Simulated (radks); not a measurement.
# Nd⁴⁺ in [Xe] 4f2: an all-electron calculation

Aim: the levels, the sizes of the orbitals and the parts of the energy of the neodymium ion Nd4+.

Method: scalar-relativistic Kohn-Sham, PBE, spin-polarised, spherical densities, finite nucleus; open shells are filled with parallel spins first. Code: radks (a radial shooting solver on a logarithmic mesh, Libxc functionals) version 1.

### Step 1. The atom as given

| Quantity | Value |
| --- | --- |
| element | neodymium (Z = 60) |
| charge | +4 |
| electrons | 56 |
| configuration | [Xe] 4f2 |
| nuclear rms radius | 4.9123 fm |

Outer shells as boxes (Hund's rule):

Nd⁴⁺
```
[Xe] core
4f [↑ ][↑ ][  ][  ][  ][  ][  ]
```

### Step 2. The calculation

Input:

```text
Z 60
configuration [Xe] 4f2 6s0 5d0
relativity scalar-relativistic
functional pbe,pbe
spin polarised
nucleus finite rms 4.9123 fm
c 137.035999084
```

Started as:

```
$ python run_ks.py task.json out
```

This one command runs every case of the session in turn.

Q: Predict the outcome of this run.

As calculated:

| quantity | value |
| --- | --- |
| total energy | -9620.5822 hartree |
| exchange-correlation share of it | 2.29 % |
| −T/E | 1.0643 |
| highest occupied level | 4f up, -50.496 eV |
| most extended occupied level | 5p down, <r> = 1.58 bohr |
| radius at density 0.001 e/bohr³ | 3.23 bohr |
| maxima of the radial density | 4 |
| ionisation energy, NIST | 60.0 (semi-emp.) eV |

**Reading.** The radial density shows 4 maxima for 5 occupied principal shells; where shells overlap, one shows as a shoulder or not at all. Relativity lifts −T/E to 1.064. The top level binds by 50.496 eV, 84 % of the NIST ionisation energy of 60.0 eV; the potential of a semilocal functional falls off too fast, so its top eigenvalue is too shallow. Open shells are spherical and high-spin; term and fine-structure splittings are not resolved. Spin-orbit splitting is averaged out at the scalar-relativistic level.
